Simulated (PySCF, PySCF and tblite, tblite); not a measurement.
# C₅H₉BO₂: a path driven as rotation about a bond, and NMR exchange, part 2 of 2

PySCF and tblite. Atoms count from 0. The steps go on from the part before.

## (9) The path in numbers

The job: settings as JSON, then the geometry in Å.

```
{"job": {"smiles": "CCC#CB(O)OC", "charge": 0, "mult": 1, "motion": "rotation", "what": "boronate", "atoms": [4, 5], "drives": [{"terms": [["t", [3, 4, 5, 13], 0.5], ["t", [6, 4, 5, 13], 0.5]], "by": 180, "n": 12}], "study": "path", "level": {"kind": "nmr", "xc": "PBE0", "basis": "pcSseg-1", "solvent": "acetone"}, "fields": [200, 300, 600], "first": 0, "seed": 94, "kind": "path"}, "charge": 0, "multiplicity": 1}
C     -2.601473     0.524150    -1.995728
C     -2.178177    -0.836804    -1.441499
C     -1.012939    -0.721555    -0.587958
C     -0.044769    -0.594644     0.117333
B      1.181828    -0.465037     1.014817
O      1.763783    -1.597997     1.485620
O      1.614036     0.799594     1.284918
C      2.727988     1.078030     2.093967
H     -2.840311     1.205657    -1.182650
H     -1.795953     0.960556    -2.581699
H     -3.477997     0.416331    -2.631378
H     -1.945414    -1.519490    -2.264285
H     -2.995640    -1.274163    -0.860314
H      2.529835    -1.470153     2.045268
H      2.837781     2.162485     2.132170
H      3.644216     0.644497     1.676368
H      2.586205     0.700573     3.113398
```

Standard output:

```text
stationary points (kcal/mol above the start)
  n  kind          group   xTB      DFT    lowest mode
  0  minimum      C1       0.00     0.00      13.4
  1  saddle       C1       7.82     7.71    -567.2
  2  minimum      C1      -0.93    -1.04       6.8

GFN2-xTB energies: T/K, barrier G, reaction G (kcal/mol), k forward, k back (1/s)
 150.00     6.85    -1.10        327        8.1
 200.00     6.87    -1.17   1.28e+05   6.78e+03
 250.00     6.91    -1.23   4.79e+06   4.03e+05
 298.15     6.94    -1.28   5.07e+07   5.81e+06
 350.00     6.99    -1.34   3.15e+08   4.61e+07
 400.00     7.04    -1.38   1.18e+09   2.07e+08
 500.00     7.17    -1.47   7.65e+09   1.74e+09

PBE0/pcSseg-1 + D3(BJ), IEF-PCM acetone energies: T/K, barrier G, reaction G (kcal/mol), k forward, k back (1/s)
 150.00     6.74    -1.21        468          8
 200.00     6.77    -1.28   1.68e+05   6.71e+03
 250.00     6.80    -1.34   5.94e+06      4e+05
 298.15     6.83    -1.39   6.07e+07   5.77e+06
 350.00     6.88    -1.45   3.68e+08   4.59e+07
 400.00     6.94    -1.50   1.35e+09   2.06e+08
 500.00     7.06    -1.58   8.52e+09   1.74e+09
```

Run time: 83 s. Hardware: 1 thread of Arm Neoverse V1, shared host; peak memory 0.92 GiB. This counts the whole study up to here.

Barriers by level (kcal/mol; entropies in cal/(mol K)). Zero-point and thermal terms come from xTB in every row. ΔG‡ leaves symmetry out; the rate counts one path; effective ΔG‡, where given, is the barrier that would give that rate by Eyring's equation alone:

```csv
level,ΔE‡,with zero-point,ΔH‡,ΔS‡,ΔG‡ (298 K),ΔE of reaction,k at 298 K (1/s),effective ΔG‡
GFN2-xTB,7.82,6.81,6.72,-0.7,6.94,-0.93,5.1e+07,6.94
"PBE0/pcSseg-1 + D3(BJ), IEF-PCM acetone",7.71,6.71,6.61,-0.7,6.83,-1.04,6.1e+07,6.83
```

Sites that the driver pairs across this motion, and where their lines would merge (no couplings; faster rotations or exchange between molecules can average them sooner):

| nucleus | sites: shielding (ppm) | proton frequency (MHz) | spread (Hz) | coalescence (K) | lines at 298 K |
| --- | --- | --- | --- | --- | --- |
| 17O | O5: 219.0; O5 (end): 209.4 | 600 | 782 | not given | – |
| 13C | C2: 74.7; C2 (end): 73.7 | 600 | 156 | not given | – |
| 13C | C7: 135.0; C7 (end): 134.0 | 600 | 154 | not given | – |
| 1H | H13: 26.70; H13 (end): 26.56 | 600 | 88 | not given | – |
| 13C | C3: 102.3; C3 (end): 102.8 | 600 | 80 | not given | – |
| 1H | H14, H15, H16: 27.70; H14, H15, H16 (end): 27.59 | 600 | 71 | not given | – |
| 17O | O6: 232.2; O6 (end): 233.0 | 600 | 60 | not given | – |

A dash: the driver gave no coalescence for this row (it judged the minor form too scarce).

Rows that set an atom against itself at the end compare its shielding in the two forms.

Lines of quadrupolar nuclei are broad, so their coalescence could hardly be seen.

## (10) Shieldings, start: BP86/pcSseg-1 in acetone

The job: settings as JSON, then the geometry in Å.

```
{"job": {"kind": "nmr", "xc": "BP86", "basis": "pcSseg-1", "solvent": "acetone", "pop": false}, "charge": 0, "multiplicity": 1}
C     -2.601473     0.524150    -1.995728
C     -2.178177    -0.836804    -1.441499
C     -1.012939    -0.721555    -0.587958
C     -0.044769    -0.594644     0.117333
B      1.181828    -0.465037     1.014817
O      1.763783    -1.597997     1.485620
O      1.614036     0.799594     1.284918
C      2.727988     1.078030     2.093967
H     -2.840311     1.205657    -1.182650
H     -1.795953     0.960556    -2.581699
H     -3.477997     0.416331    -2.631378
H     -1.945414    -1.519490    -2.264285
H     -2.995640    -1.274163    -0.860314
H      2.529835    -1.470153     2.045268
H      2.837781     2.162485     2.132170
H      3.644216     0.644497     1.676368
H      2.586205     0.700573     3.113398
```

Standard output:

```text
coarse grid: 14272 points
cycle   1  E = -370.9603597761  dE =  8.720e-01  |g| = 1.037e+00  |ddm| = 3.951e+00
cycle   2  E = -370.5463386203  dE =  4.140e-01  |g| = 1.785e+00  |ddm| = 2.146e+00
cycle   3  E = -371.1530037255  dE = -6.067e-01  |g| = 2.758e-01  |ddm| = 1.550e+00
cycle   4  E = -371.1681031838  dE = -1.510e-02  |g| = 1.275e-01  |ddm| = 3.094e-01
cycle   5  E = -371.1712787939  dE = -3.176e-03  |g| = 6.114e-02  |ddm| = 1.265e-01
cycle   6  E = -371.1721968052  dE = -9.180e-04  |g| = 9.152e-03  |ddm| = 4.888e-02
cycle   7  E = -371.1722142672  dE = -1.746e-05  |g| = 3.022e-03  |ddm| = 8.982e-03
cycle   8  E = -371.1722158722  dE = -1.605e-06  |g| = 1.328e-03  |ddm| = 2.786e-03
final grid: 138016 points
cycle   9  E = -371.2666631258  dE = -6.217e-05  |g| = 9.130e-03  |ddm| = 4.584e-02
cycle  10  E = -371.2666259622  dE =  3.716e-05  |g| = 1.645e-02  |ddm| = 1.676e-02
cycle  11  E = -371.2666787878  dE = -5.283e-05  |g| = 2.472e-03  |ddm| = 1.108e-02
cycle  12  E = -371.2666801906  dE = -1.403e-06  |g| = 8.036e-04  |ddm| = 2.176e-03
cycle  13  E = -371.2666803320  dE = -1.414e-07  |g| = 2.641e-04  |ddm| = 6.990e-04
cycle  14  E = -371.2666803472  dE = -1.520e-08  |g| = 5.167e-05  |ddm| = 2.131e-04
cycle  15  E = -371.2666803477  dE = -5.230e-10  |g| = 2.282e-05  |ddm| = 5.647e-05
converged SCF energy = -371.2666803477

GIAO shielding tensors (ppm)
atom      isotropic    diamagn.    paramagn.     s11        s22        s33       span
  0 C      165.777     248.482     -82.706    152.736    161.045    183.548     30.811
  1 C      165.420     254.347     -88.928    154.469    163.295    178.495     24.026
  2 C       72.725     273.431    -200.706    -24.966    -21.930    265.071    290.037
  3 C       99.497     262.092    -162.595     16.288     19.741    262.460    246.173
  4 B       78.908     202.139    -123.231     63.763     83.304     89.656     25.893
  5 O      209.434     387.331    -177.896     95.300    224.142    308.861    213.561
  6 O      217.407     402.003    -184.596     77.727    241.362    333.130    255.403
  7 C      128.869     241.601    -112.732     98.312    107.453    180.841     82.529
  8 H       30.463      31.281      -0.818     26.894     29.011     35.485      8.592
  9 H       30.465      31.343      -0.878     26.912     28.997     35.487      8.575
 10 H       30.498      26.781       3.716     26.193     27.646     37.654     11.462
 11 H       29.117      29.453      -0.337     23.949     28.391     35.011     11.061
 12 H       29.116      29.306      -0.190     23.986     28.369     34.994     11.008
 13 H       26.734      30.489      -3.754     20.336     24.231     35.636     15.300
 14 H       27.511      27.434       0.076     23.307     25.787     33.438     10.131
 15 H       27.675      27.637       0.038     24.081     25.279     33.665      9.584
 16 H       27.675      27.386       0.289     24.077     25.275     33.673      9.597
```

Run time: 18 s. Hardware: 1 thread of Arm Neoverse V1, shared host; peak memory 0.75 GiB.

Key values: HOMO -6.60 eV, LUMO -1.16 eV; dipole 1.86 D.

## (11) Single-point energy, saddle of leg 1: BP86/pcSseg-1 in acetone

The job: settings as JSON, then the geometry in Å.

```
{"job": {"kind": "sp", "xc": "BP86", "basis": "pcSseg-1", "solvent": "acetone", "pop": false}, "charge": 0, "multiplicity": 1}
C     -2.656557     0.507637    -1.988125
C     -2.103079    -0.848846    -1.549699
C     -0.927128    -0.696779    -0.716787
C      0.045765    -0.530526    -0.024675
B      1.293194    -0.392578     0.849060
O      2.104953    -1.486992     1.108436
O      1.591659     0.848011     1.282048
C      2.725451     1.153257     2.056885
H     -2.928800     1.103730    -1.120088
H     -1.908202     1.054743    -2.556810
H     -3.538724     0.371460    -2.610344
H     -1.836891    -1.445764    -2.427397
H     -2.863581    -1.397959    -0.985703
H      1.953185    -1.976511     1.908835
H      3.205470     2.033606     1.625335
H      3.433662     0.320850     2.070480
H      2.409622     1.382664     3.078548
```

Standard output:

```text
coarse grid: 14272 points
cycle   1  E = -370.9437475119  dE =  8.748e-01  |g| = 1.055e+00  |ddm| = 3.951e+00
cycle   2  E = -370.4839754448  dE =  4.598e-01  |g| = 1.858e+00  |ddm| = 2.515e+00
cycle   3  E = -371.1392855613  dE = -6.553e-01  |g| = 2.999e-01  |ddm| = 1.903e+00
cycle   4  E = -371.1577103729  dE = -1.842e-02  |g| = 1.254e-01  |ddm| = 3.271e-01
cycle   5  E = -371.1602418753  dE = -2.532e-03  |g| = 7.219e-02  |ddm| = 1.317e-01
cycle   6  E = -371.1614985290  dE = -1.257e-03  |g| = 1.582e-02  |ddm| = 5.803e-02
cycle   7  E = -371.1615397986  dE = -4.127e-05  |g| = 7.311e-03  |ddm| = 1.345e-02
cycle   8  E = -371.1615499595  dE = -1.016e-05  |g| = 1.298e-03  |ddm| = 6.058e-03
cycle   9  E = -371.1615498009  dE =  1.587e-07  |g| = 3.548e-04  |ddm| = 1.637e-03
final grid: 138016 points
cycle  10  E = -371.2548130831  dE = -5.565e-05  |g| = 8.589e-03  |ddm| = 3.990e-02
cycle  11  E = -371.2547776957  dE =  3.539e-05  |g| = 1.617e-02  |ddm| = 1.471e-02
cycle  12  E = -371.2548264454  dE = -4.875e-05  |g| = 2.329e-03  |ddm| = 1.002e-02
cycle  13  E = -371.2548274923  dE = -1.047e-06  |g| = 5.666e-04  |ddm| = 1.889e-03
cycle  14  E = -371.2548275636  dE = -7.130e-08  |g| = 3.497e-04  |ddm| = 6.027e-04
cycle  15  E = -371.2548275926  dE = -2.897e-08  |g| = 8.812e-05  |ddm| = 3.013e-04
cycle  16  E = -371.2548275943  dE = -1.696e-09  |g| = 2.269e-05  |ddm| = 8.761e-05
cycle  17  E = -371.2548275944  dE = -8.481e-11  |g| = 6.401e-06  |ddm| = 1.847e-05
converged SCF energy = -371.2548275944
```

It took 11 s on 1 thread of Arm Neoverse V1, shared host; peak memory 0.63 GiB.

This run: HOMO -6.48 eV, LUMO -1.44 eV; dipole 1.69 D.

## (12) Shieldings, end: BP86/pcSseg-1 in acetone

The job: settings as JSON, then the geometry in Å.

```
{"job": {"kind": "nmr", "xc": "BP86", "basis": "pcSseg-1", "solvent": "acetone", "pop": false}, "charge": 0, "multiplicity": 1}
C     -2.563762     0.464991    -1.974449
C     -2.084031    -0.872037    -1.408658
C     -0.944779    -0.692177    -0.530655
C      0.002032    -0.500438     0.189444
B      1.206468    -0.321467     1.119456
O      1.719100    -1.360468     1.850179
O      1.751353     0.908434     1.196019
C      2.860510     1.212383     2.007929
H     -2.863929     1.130126    -1.168171
H     -1.765439     0.946306    -2.534356
H     -3.413372     0.311462    -2.636531
H     -1.796270    -1.541613    -2.225164
H     -2.892024    -1.351175    -0.847089
H      1.270930    -2.195544     1.737309
H      2.582211     2.026152     2.681791
H      3.681492     1.543484     1.367070
H      3.178590     0.346242     2.589970
```

Standard output:

```text
coarse grid: 14272 points
cycle   1  E = -370.9647320922  dE =  8.706e-01  |g| = 1.034e+00  |ddm| = 3.935e+00
cycle   2  E = -370.5494564577  dE =  4.153e-01  |g| = 1.791e+00  |ddm| = 2.022e+00
cycle   3  E = -371.1568321419  dE = -6.074e-01  |g| = 2.691e-01  |ddm| = 1.432e+00
cycle   4  E = -371.1716117013  dE = -1.478e-02  |g| = 1.137e-01  |ddm| = 3.021e-01
cycle   5  E = -371.1737817754  dE = -2.170e-03  |g| = 6.702e-02  |ddm| = 1.258e-01
cycle   6  E = -371.1748898064  dE = -1.108e-03  |g| = 9.295e-03  |ddm| = 5.195e-02
cycle   7  E = -371.1749085139  dE = -1.871e-05  |g| = 3.097e-03  |ddm| = 9.159e-03
cycle   8  E = -371.1749101850  dE = -1.671e-06  |g| = 1.377e-03  |ddm| = 2.722e-03
final grid: 138016 points
cycle   9  E = -371.2684073143  dE = -5.569e-05  |g| = 8.905e-03  |ddm| = 4.079e-02
cycle  10  E = -371.2683703955  dE =  3.692e-05  |g| = 1.635e-02  |ddm| = 1.557e-02
cycle  11  E = -371.2684216288  dE = -5.123e-05  |g| = 2.533e-03  |ddm| = 1.067e-02
cycle  12  E = -371.2684230078  dE = -1.379e-06  |g| = 7.324e-04  |ddm| = 2.196e-03
cycle  13  E = -371.2684230947  dE = -8.693e-08  |g| = 2.649e-04  |ddm| = 6.497e-04
cycle  14  E = -371.2684231104  dE = -1.572e-08  |g| = 5.607e-05  |ddm| = 2.184e-04
cycle  15  E = -371.2684231110  dE = -6.030e-10  |g| = 2.427e-05  |ddm| = 5.582e-05
converged SCF energy = -371.2684231110

GIAO shielding tensors (ppm)
atom      isotropic    diamagn.    paramagn.     s11        s22        s33       span
  0 C      165.653     248.657     -83.005    152.402    160.983    183.574     31.173
  1 C      165.351     254.660     -89.309    154.480    163.260    178.314     23.833
  2 C       71.658     273.466    -201.808    -24.113    -20.855    259.943    284.056
  3 C       99.937     263.181    -163.245     14.385     21.537    263.887    249.503
  4 B       79.078     201.770    -122.692     64.010     82.024     91.199     27.189
  5 O      198.766     388.654    -189.888     57.173    256.361    282.764    225.591
  6 O      218.980     401.939    -182.959     81.221    233.095    342.624    261.404
  7 C      127.766     240.055    -112.289     93.601    110.421    179.276     85.676
  8 H       30.462      31.286      -0.824     26.912     28.980     35.495      8.583
  9 H       30.466      31.492      -1.026     26.881     29.019     35.498      8.617
 10 H       30.494      26.954       3.540     26.165     27.666     37.650     11.485
 11 H       29.117      29.950      -0.832     24.015     28.370     34.966     10.951
 12 H       29.119      29.564      -0.445     23.977     28.396     34.985     11.008
 13 H       26.568      33.369      -6.801     21.331     24.130     34.242     12.911
 14 H       27.782      26.787       0.995     23.624     25.728     33.992     10.367
 15 H       27.781      26.811       0.971     23.640     25.676     34.027     10.387
 16 H       26.931      26.699       0.231     22.469     26.389     31.934      9.465
```

It took 18 s on 1 thread of Arm Neoverse V1, shared host; peak memory 0.86 GiB.

In short: HOMO -6.60 eV, LUMO -1.14 eV; dipole 1.81 D.

## (13) Second level: BP86/pcSseg-1 + D3(BJ), IEF-PCM acetone

The job, as its differences from that of step 9:

```diff
@@ -1,2 +1,2 @@
-{"job": {"smiles": "CCC#CB(O)OC", "charge": 0, "mult": 1, "motion": "rotation", "what": "boronate", "atoms": [4, 5], "drives": [{"terms": [["t", [3, 4, 5, 13], 0.5], ["t", [6, 4, 5, 13], 0.5]], "by": 180, "n": 12}], "study": "path", "level": {"kind": "nmr", "xc": "PBE0", "basis": "pcSseg-1", "solvent": "acetone"}, "fields": [200, 300, 600], "first": 0, "seed": 94, "kind": "path"}, "charge": 0, "multiplicity": 1}
+{"job": {"smiles": "CCC#CB(O)OC", "charge": 0, "mult": 1, "motion": "rotation", "what": "boronate", "atoms": [4, 5], "drives": [{"terms": [["t", [3, 4, 5, 13], 0.5], ["t", [6, 4, 5, 13], 0.5]], "by": 180, "n": 12}], "study": "path", "level": {"kind": "nmr", "xc": "BP86", "basis": "pcSseg-1", "solvent": "acetone", "wide": true}, "fields": [200, 300, 600], "first": 0, "seed": 94, "kind": "pathvar"}, "charge": 0, "multiplicity": 1}
 C     -2.601473     0.524150    -1.995728
```

Standard output:

```text
stationary points (kcal/mol above the start)
  n  kind          group   xTB      DFT    lowest mode
  0  minimum      C1       0.00     0.00      13.4
  1  saddle       C1       7.82     7.51    -567.2
  2  minimum      C1      -0.93    -1.03       6.8

GFN2-xTB energies: T/K, barrier G, reaction G (kcal/mol), k forward, k back (1/s)
 150.00     6.85    -1.10        327        8.1
 200.00     6.87    -1.17   1.28e+05   6.78e+03
 250.00     6.91    -1.23   4.79e+06   4.03e+05
 298.15     6.94    -1.28   5.07e+07   5.81e+06
 350.00     6.99    -1.34   3.15e+08   4.61e+07
 400.00     7.04    -1.38   1.18e+09   2.07e+08
 500.00     7.17    -1.47   7.65e+09   1.74e+09

PBE0/pcSseg-1 + D3(BJ), IEF-PCM acetone energies: T/K, barrier G, reaction G (kcal/mol), k forward, k back (1/s)
 150.00     6.74    -1.21        468          8
 200.00     6.77    -1.28   1.68e+05   6.71e+03
 250.00     6.80    -1.34   5.94e+06      4e+05
 298.15     6.83    -1.39   6.07e+07   5.77e+06
 350.00     6.88    -1.45   3.68e+08   4.59e+07
 400.00     6.94    -1.50   1.35e+09   2.06e+08
 500.00     7.06    -1.58   8.52e+09   1.74e+09

BP86/pcSseg-1 + D3(BJ), IEF-PCM acetone energies: T/K, barrier G, reaction G (kcal/mol), k forward, k back (1/s)
 150.00     6.54    -1.20        919       16.6
 200.00     6.57    -1.26   2.79e+05   1.16e+04
 250.00     6.60    -1.32   8.91e+06   6.19e+05
 298.15     6.63    -1.38   8.52e+07   8.32e+06
 350.00     6.68    -1.43   4.91e+08   6.26e+07
 400.00     6.73    -1.48   1.74e+09   2.71e+08
 500.00     6.86    -1.56   1.04e+10   2.16e+09
```

Wall time 2.2 min (1 thread of Arm Neoverse V1, shared host); peak memory 0.92 GiB. This counts the runs that the step sums up.

Barriers by level (kcal/mol; entropies in cal/(mol K)). Zero-point and thermal terms come from xTB in every row. ΔG‡ leaves symmetry out; the rate counts one path; effective ΔG‡, where given, is the barrier that would give that rate by Eyring's equation alone:

```
                                  level   ΔE‡  with zero-point   ΔH‡   ΔS‡  ΔG‡ (298 K)  ΔE of reaction  k at 298 K (1/s)  effective ΔG‡
                               GFN2-xTB  7.82             6.81  6.72  -0.7         6.94           -0.93           5.1e+07           6.94
PBE0/pcSseg-1 + D3(BJ), IEF-PCM acetone  7.71             6.71  6.61  -0.7         6.83           -1.04           6.1e+07           6.83
BP86/pcSseg-1 + D3(BJ), IEF-PCM acetone  7.51             6.51  6.41  -0.7         6.63           -1.03           8.5e+07           6.63
```

## (14) What came out

What follows sums up all 2 parts.

```
                                         quantity                             value
barrier (PBE0/pcSseg-1 + D3(BJ), IEF-PCM acetone)  ΔE‡ 7.7, ΔG‡(298 K) 6.8 kcal/mol
                               barrier (GFN2-xTB)                  ΔE‡ 7.8 kcal/mol
                                    rate at 298 K                       6.1e+07 s⁻¹
                                  end of the path      -1.0 kcal/mol from the start
```

**Reading.** The barrier is 7.7 kcal/mol at the DFT level (xTB: 7.8); with thermal terms and the count of paths the DFT value gives a rate of 6.1e+07 s⁻¹ at 298 K. An error of 1.4 kcal/mol changes that rate tenfold. BP86/pcSseg-1 + D3(BJ), IEF-PCM acetone moves the barrier from 7.7 to 7.5 kcal/mol.
